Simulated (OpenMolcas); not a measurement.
# Pd⁵⁺ among point charges: CASSCF and CASPT2 levels and susceptibility

Aim: the splitting of the states of Pd⁵⁺ in the field of 6 point charges, its lowest levels with spin-orbit coupling and its magnetic susceptibility.

Program: OpenMolcas 26.06. Level of theory: state-averaged CASSCF and CASPT2, spin-orbit coupling by RASSI with atomic mean-field integrals. These are calculated values, not measurements, unless marked.

## (1) The system

| Quantity | Value |
| --- | --- |
| Species | Pd⁵⁺ (palladium, Z = 46, 41 electrons) |
| Basis | ANO-RCC-VDZP [6s5p3d1f], 43 functions |
| Scalar Hamiltonian | DKH2, point nucleus |
| Inactive shells | 1s 2s 2p 3s 3p 3d 4s 4p |
| Active space | 5 electrons in 5 orbitals (4d) |
| Some configurations of this space | 4d5 |
| Orbitals | optimised for each spin and parity, averaged over all roots |

Outer shells as boxes (Hund's rule):

4d5
```
4d [↑ ][↑ ][↑ ][↑ ][↑ ]
```

The ion sits among 6 point charges of -1.5 e arranged as a trigonal prism (D3h), 2.03 Å from the ion, with a polar angle of 57.9° against the regular 49.1°.

Each step is its own input file, run in one work folder so that later steps find the files of earlier ones. Labels, J, g values, rates, χT and fits are worked out afterwards by a script from the matrices that RASSI stores.

## (2) GATEWAY and SEWARD: basis and integrals

The input, a.inp:

```
&GATEWAY
Coord
1

Pd 0.0 0.0 0.0
Basis=ANO-RCC-VDZP
Group=NoSym
NoMove
AngMom=0.0 0.0 0.0
AMFI
XField
6 Angstrom 0
1.720373 0.000000 1.077598 -1.500000
-0.860186 1.489886 1.077598 -1.500000
-0.860186 -1.489886 1.077598 -1.500000
1.720373 0.000000 -1.077598 -1.500000
-0.860186 1.489886 -1.077598 -1.500000
-0.860186 -1.489886 -1.077598 -1.500000
&SEWARD
```

Run with:

```
$ OMP_NUM_THREADS=1 MOLCAS_MEM=1689 MOLCAS_PROJECT=a pymolcas a.inp > a.log
```

## (3) Reference wave functions, sextets, 1 root

The input, a.inp:

```
&RASSCF
FileOrb=start.orb
Symmetry=1
Spin=6
nActEl=5 0 0
Inactive=18
Ras2=5
CIRoot=1 1 1
SDav=1
CIMx=300
Iter=120 100
PrWF=0.3
OrbListing=Nothing
MaxOrb=0
>>> COPY $Project.JobIph JOB001
```

start.orb holds the contracted functions of the basis, ordered by shell, or the orbitals of the step before.

## (4) CASSCF: quartets, 24 roots

The input, a.inp:

```
&RASSCF
FileOrb=start.orb
Symmetry=1
Spin=4
nActEl=5 0 0
Inactive=18
Ras2=5
CIRoot=24 24 1
SDav=24
CIMx=300
Iter=120 100
PrWF=0.3
OrbListing=Nothing
MaxOrb=0
>>> COPY $Project.JobIph JOB002
```

## (5) CASSCF: doublets, 75 roots

The input, a.inp:

```
&RASSCF
FileOrb=start.orb
Symmetry=1
Spin=2
nActEl=5 0 0
Inactive=18
Ras2=5
CIRoot=75 75 1
SDav=75
CIMx=300
Iter=120 100
PrWF=0.3
OrbListing=Nothing
MaxOrb=0
>>> COPY $Project.JobIph JOB003
```

## (6) State interaction with spin-orbit coupling

The input, a.inp:

```
&RASSI
NrOfJobIphs=3 1 24 75
1
1 2 3 4 5 6 7 8 9 10 11 12 13 14 15 16 17 18 19 20 21 22 23 24
1 2 3 4 5 6 7 8 9 10 11 12 13 14 15 16 17 18 19 20 21 22 23 24 25 26 27
28 29 30 31 32 33 34 35 36 37 38 39 40 41 42 43 44 45 46 47 48 49 50 51
52 53 54 55 56 57 58 59 60 61 62 63 64 65 66 67 68 69 70 71 72 73 74 75
IphNames
JOB001
JOB002
JOB003
EJob
SpinOrbit
DIPRint=1.0
SOCoupling=1000.0
Subsets=2
Property=9
'ANGMOM' 1 'ANGMOM' 2 'ANGMOM' 3 'MLTPL  1' 1 'MLTPL  1' 2 'MLTPL  1' 3
'AMFI' 1 'AMFI' 2 'AMFI' 3
SOProperty=3
'ANGMOM' 1 'ANGMOM' 2 'ANGMOM' 3
```

## (7) CASPT2: IPEA 0.25, imaginary shift 0.1 (closed shells correlated: 4s 4p)

The input, a.inp:

```
>>> COPY JOB001 $Project.JobIph
&CASPT2
Multistate=1 1
Frozen=14
IPEA=0.25
Imaginary=0.1
MaxIter=60
WThr=0.0 0.3 0.05
PrWF=0.5
NoMix
>>> COPY JOB002 $Project.JobIph
&CASPT2
Multistate=24 1 2 3 4 5 6 7 8 9 10 11 12 13 14 15 16 17 18 19 20 21 22
23 24
NoMult
Frozen=14
IPEA=0.25
Imaginary=0.1
MaxIter=60
WThr=0.0 0.3 0.05
PrWF=0.5
NoMix
>>> COPY JOB003 $Project.JobIph
&CASPT2
Multistate=75 1 2 3 4 5 6 7 8 9 10 11 12 13 14 15 16 17 18 19 20 21 22
23 24 25 26 27 28 29 30 31 32 33 34 35 36 37 38 39 40 41 42 43 44 45 46
47 48 49 50 51 52 53 54 55 56 57 58 59 60 61 62 63 64 65 66 67 68 69 70
71 72 73 74 75
NoMult
Frozen=14
IPEA=0.25
Imaginary=0.1
MaxIter=60
WThr=0.0 0.3 0.05
PrWF=0.5
NoMix
```

(Steps that only read results are left out.)

**Question.** What will these runs give? Wanted: spin-free ground state; lowest level; next level.

As calculated:

| quantity | value |
| --- | --- |
| method | SS-CASPT2, IPEA 0.25, imaginary shift 0.1 (closed shells correlated: 4s 4p) |
| spin-free ground state | 6A1, 1-fold in its orbital part |
| lowest level | 2-fold E1/2, g = 2.00, 5.99, 5.99 |
| next level | 3.3 cm⁻¹ |
| χT at 300 K | 4.36 cm³ K/mol |
| effective moment at 300 K | 5.90 μB |

Cost by method:

```csv
method,time of its own steps,time with the reference
A. CASSCF,25 s,25 s
"B. SS-CASPT2, IPEA 0.25, imaginary shift 0.1, +4s 4p",9.2 s,35 s
```

Times are of one thread on a shared host.

The spin-free ground state (6A1) comes to 100 % from free-ion S terms and keeps the highest spin of the shell. χT at 300 K is 4.36, against 4.39 cm³ K/mol for the spin alone, as a half-filled shell (L = 0) has no orbital moment. An active space of the d shell alone favours high spin; real ions in strong fields can be low spin. CASPT2 does not keep the components of a term degenerate, and the means are used. The field of point charges can differ much from that of real complexes. With metal d orbitals alone active, the gaps between spin states are rough; where two lie within a few thousand cm-1, their order is open. Point charges carry no covalency, so the field is a model and not that of real ligands.
